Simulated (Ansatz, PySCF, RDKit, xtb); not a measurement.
**CHSbSe: from the formula to a structure**

Task: start from the formula CHSbSe, draw up candidate structures, narrow them down in stages, and characterise the one that lies lowest at 298.15 K.

The funnel: GFN2-xTB relaxations, single points with a density functional, relaxations at r2SCAN-D4/def2-TZVP, harmonic vibrations, and a last energy at a higher level. All values are calculated.

6 further runs of the same task are left out: 6 set aside as unsound or not needed.

**1. Drawing up candidates**

All bonding patterns within simple valence rules are listed by program: one Lewis structure each, at most two rings and one unusual centre or charged pair. O–O, O–halogen and N–halogen bonds and N–N–N chains are not drawn. That gives 6 candidates.

```
label           SMILES     spin
 c018   [Se]=[C]=[SbH]  singlet
 c032    [SeH][C]#[Sb]  singlet
 c128  [CH]1=[Sb][Se]1  singlet
 c484   [CH]#[Sb]=[Se]  singlet
 c961      C#[Se]#[Sb]  singlet
 c963  [C-]#[Sb+][SeH]  singlet
```

Candidates are built by distance geometry, with a force field where one applies, in up to four conformers (letters a to d). 6 starts with atoms placed at random are added, to find patterns that the rules miss.

Q: Predict the outcome of this search (final energies at CCSD(T)/def2-TZVPP).

| quantity | value |
| --- | --- |
| lowest structure found | [CH]1=[Sb][Se]1, singlet, Cs |
| next finalist | [Se]=[C]=[SbH], singlet, 9.8 kcal/mol higher in G |
| share at equilibrium, among the finalists | 100.0 % |
| harmonic wavenumbers, lowest and highest (r2SCAN-D4/def2-TZVP) | 184 and 3197 cm⁻¹ |
| rotational constants, same geometry | 0.6572, 0.04628, 0.04324 cm⁻¹ |
| dipole moment (PBE0/def2-TZVPD) | 1.76 D |
| HOMO energy (PBE0/def2-TZVPD) | -5.37 eV |
| LUMO energy (PBE0/def2-TZVPD) | -2.68 eV |
| HOMO–LUMO gap (PBE0/def2-TZVPD) | 2.69 eV |
| lowest excitation (TD-PBE0/def2-SVPD) | 1.28 eV (f = 0.001) |
| strongest of the states computed, same level | 4.57 eV (f = 0.185) |
| lowest triplet excitation, same level, Tamm-Dancoff | 0.75 eV |
| vertical ionisation energy | 7.29 eV |
| vertical electron affinity | 0.92 eV |
| vertical triplet less singlet | +0.67 eV |

`[CH]1=[Sb][Se]1` comes out lowest. Among the finalists first place is clear (9.8 kcal/mol); structures outside the list aren't covered. r2SCAN-D4/def2-SVP, r2SCAN-D4/def2-TZVP and MP2/def2-TZVPP already put its bonding pattern lowest among the structures in one piece; HF/def2-TZVPP favours the triplet [CH]1[Se][Sb]1 ‡. A large T1 diagnostic among the finalists warns that one reference determinant may not suffice. It concerns: the winner. Spin-orbit coupling, which matters for elements this heavy, is left out. The stability test flags a direction of broken symmetry, so one determinant of this kind may describe the structure poorly. Lowest found is not proven lowest: the search is finite, and each finalist counts with one conformer. The lowest isomer need not be the one that is made and kept in a bottle, which depends on barriers.

‡ marks the bonded skeleton alone, with all bonds drawn single: no Lewis structure was assigned that passes a check against the bond lengths.
